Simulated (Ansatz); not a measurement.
# BH4NOS: the cost of one run

Computed with Ansatz 0.2.0, driven from Python. The levels of theory stand in the script.

## 1. The system

Bond lengths: N1–B2 1.510 Å, B2–O3 1.448 Å, B2–S4 1.845 Å, N1–H5 1.107 Å, N1–H6 1.021 Å, O3–H7 1.037 Å, S4–H8 1.439 Å. Angles: N1–B2–O3 119.7°, N1–B2–S4 120.1°, O3–B2–S4 120.0°, B2–N1–H5 104.0°, B2–N1–H6 111.1°, H5–N1–H6 104.1°, B2–O3–H7 103.9°, B2–S4–H8 90.8°.

The script holds or builds the structure itself.

## 2. The script

bh4nos_methods.py reads:

```python
"""BH4NOS at several levels of theory."""

import warnings

import ansatz as az


def main() -> None:
    warnings.simplefilter("ignore", az.DeckWarning)

    geometry = (
        az.Crystal.molecule()
        .atom("N", (0.7744, 1.0491, 0.0361))
        .atom("B", (0.041, -0.2665, -0.0772))
        .atom("O", (0.0502, -1.192, 1.0363))
        .atom("S", (-0.779, -0.7365, -1.6619))
        .atom("H", (-0.0218, 1.8099, -0.0725))
        .atom("H", (1.1276, 1.193, 0.9837))
        .atom("H", (0.9254, -1.7328, 0.9039))
        .atom("H", (-2.0257, -0.1814, -1.2043))
    )

    job = geometry.calculation().basis(gaussian="def2-SVP")

    methods = ["mp2", "ccsd", "ccsd_t"]
    reports = [job.correlation(m).run().report for m in methods]
    print(f"Hartree-Fock reference {reports[0]['reference_energy_ev'] / 27.211386246:.6f} Ha")
    best = reports[-1]["free_energy_ev"] - reports[-1]["reference_energy_ev"]
    for method, each in zip(methods, reports):
        gained = each["free_energy_ev"] - each["reference_energy_ev"]
        print(f"{method:8s} total {each['free_energy_ev'] / 27.211386246:.6f} Ha  correlation {gained:9.4f} eV  ({100 * gained / best:.1f} % of the last)")


if __name__ == "__main__":
    main()
```

## 3. The calls as engine input

The package turns the script's settings into the engine's input (first run):

```yaml
crystal:
  periodic: [false, false, false]
  atoms:
    - { symbol: "N", position_ang: [0.7744, 1.0491, 0.0361] }
    - { symbol: B, position_ang: [0.041, -0.2665, -0.0772] }
    - { symbol: O, position_ang: [0.0502, -1.192, 1.0363] }
    - { symbol: S, position_ang: [-0.779, -0.7365, -1.6619] }
    - { symbol: H, position_ang: [-0.0218, 1.8099, -0.0725] }
    - { symbol: H, position_ang: [1.1276, 1.193, 0.9837] }
    - { symbol: H, position_ang: [0.9254, -1.7328, 0.9039] }
    - { symbol: H, position_ang: [-2.0257, -0.1814, -1.2043] }
basis:
  gaussian:
    orbitals: def2-SVP
correlation:
  method: mp2
```

## 4. Launch

Launch:

```
> python bh4nos_methods.py
```

What time and memory should one allow on 1 thread of Arm Neoverse V2, shared host?

About 8.7 s, with a peak of 0.3 GiB.
